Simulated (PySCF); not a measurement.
# C6H9O: the cost of one run

Programs: PySCF 2.14.0, with routines of our own; each step states its level. All values are computed. Atoms count from 0.

## Step 1: The starting structure

16 atoms, charge 0, multiplicity 2; geometry from: GFN2-xTB.

## Step 2: Open-shell or spin-flip excitations: unrestricted TDA B3LYP/def2-SVPD

Job settings and geometry (Å):

```
{"job": {"kind": "uabs", "xc": "B3LYP", "basis": "def2-SVPD", "nstates": 10, "tda": true}, "charge": 0, "multiplicity": 2}
O      1.880184     0.913708     0.840120
C      2.153360     0.306334    -0.386700
C      0.774578     0.344465     0.168539
C     -0.276442     1.178502    -0.373325
C     -1.592103     0.510202    -0.262627
C     -1.234831    -0.958657     0.008342
C      0.104664    -0.896846     0.747416
H      2.711221    -0.622512    -0.340339
H      2.426499     0.978032    -1.192951
H     -0.127390     2.183908    -0.714276
H     -2.207524     0.639618    -1.156594
H     -2.166160     0.923907     0.578632
H     -2.001212    -1.474892     0.583601
H     -1.105774    -1.480268    -0.941210
H     -0.048871    -0.739240     1.816681
H      0.702199    -1.797318     0.613280
```

Method: unrestricted TDA B3LYP/def2-SVPD, vertical, gas phase, core orbitals frozen in the response.

On the command line:

```sh
$ OMP_NUM_THREADS=1 python excited_run.py task.json out
```

The driver reads the jobs from task.json and runs them one after another.

**Question.** How long does this first job take on 1 thread of Arm Neoverse V1, shared host, and how much memory does it need?

About 66 s, with a peak of 0.74 GiB.
